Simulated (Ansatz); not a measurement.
# Si5Ni19: the cost of one run

Method: DFT PBE, scalar-relativistic, plane waves, PAW, in Ansatz 0.2.0.

**1. The system as given**

The cell holds 24 atoms (Ni19Si5): a = 6.746 Å, b = 6.553 Å, c = 6.326 Å, α = 88.94°, β = 93.13°, γ = 93.55°.

19 Ni, 5 Si were thrown into a skewed cell at random, at 0.96 times a reference volume of the solid, and pushed apart as soft spheres.

The coordinates stand in the first input below.

**2. Dynamics at 2490 K**

The cutoff is lowered while the worst contacts of the packing are taken out. One k point, a Fermi-Dirac width of 0.215 eV and a fixed cell.

The input, input.yaml:

```yaml
crystal:
  lattice:
    - [6.740522, -0.205461, -0.177392]
    - [-0.205461, 6.549861, 0.056888]
    - [-0.177392, 0.056888, 6.323575]
  atoms:
    - { symbol: Ni, position: [0.7724985224, 0.0632672967, 0.9423414878] }
    - { symbol: Ni, position: [0.6580616492, 0.0346789395, 0.2904438258] }
    - { symbol: Ni, position: [0.6292287757, 0.3614900714, 0.4621971381] }
    - { symbol: Ni, position: [0.0886377394, 0.4340172192, 0.2989608428] }
    - { symbol: Ni, position: [0.0516944978, 0.6631236028, 0.9427413859] }
    - { symbol: Ni, position: [0.0204510649, 0.0655924007, 0.2459051032] }
    - { symbol: Ni, position: [0.2012574203, 0.8345207034, 0.6375543631] }
    - { symbol: Ni, position: [0.5319078239, 0.013877411, 0.6357014054] }
    - { symbol: Ni, position: [0.2403766192, 0.7789284402, 0.2664641819] }
    - { symbol: Ni, position: [0.4276478424, 0.9394341848, 0.9883199791] }
    - { symbol: Ni, position: [0.4518932211, 0.5728969774, 0.0564928618] }
    - { symbol: Ni, position: [0.3901912048, 0.5350181233, 0.6608324239] }
    - { symbol: Ni, position: [0.8852094637, 0.3713920184, 0.7499505555] }
    - { symbol: Ni, position: [0.8919427702, 0.6586962797, 0.4968767894] }
    - { symbol: Ni, position: [0.3605181932, 0.225784518, 0.2145697084] }
    - { symbol: Ni, position: [0.695044369, 0.7176387304, 0.8018324708] }
    - { symbol: Ni, position: [0.8952771813, 0.0209288433, 0.596953741] }
    - { symbol: Ni, position: [0.2250716281, 0.2030851431, 0.5726656384] }
    - { symbol: Ni, position: [0.7644307414, 0.4011677948, 0.1087720806] }
    - { symbol: Si, position: [0.5093992951, 0.2745355704, 0.8764498833] }
    - { symbol: Si, position: [0.5604714107, 0.7008043688, 0.3882534346] }
    - { symbol: Si, position: [0.8026546071, 0.7574306573, 0.1537263512] }
    - { symbol: Si, position: [0.1064095987, 0.0307158156, 0.9029030228] }
    - { symbol: Si, position: [0.2006215086, 0.3548183119, 0.9084863879] }
  symmetry: { detect: false }
basis:
  ecutwfc: 320
  xc_grid: 1
kpoints:
  mp_grid: { grid: [1, 1, 1], shift: [0.25, 0.25, 0.25] }
hamiltonian:
  xc: pbe
scf:
  occupations: { method: fermi_dirac, width: 0.2146 }
  lower_state_search: "off"
  convergence: { dr2_threshold: 1.0e-05 }
output:
  forces: true
  stress: true
md:
  timestep: 3.0
  n_steps: 24
  ensemble: nvt_langevin
  friction: 0.03
  temperature: 2490.0
  initial_velocities: maxwell_boltzmann
  seed: 78579
```

Launch:

```sh
$ ansatz run input.yaml --threads 2 --pin off --max-ram 5120MiB --backend cpu --events-out ev --progress --plain --runs-dir out
```

Q: Estimate wall time and peak memory on 2 threads of Intel Xeon at 2.70GHz, shared host.

About 2.1 min, with a peak of 0.56 GiB.
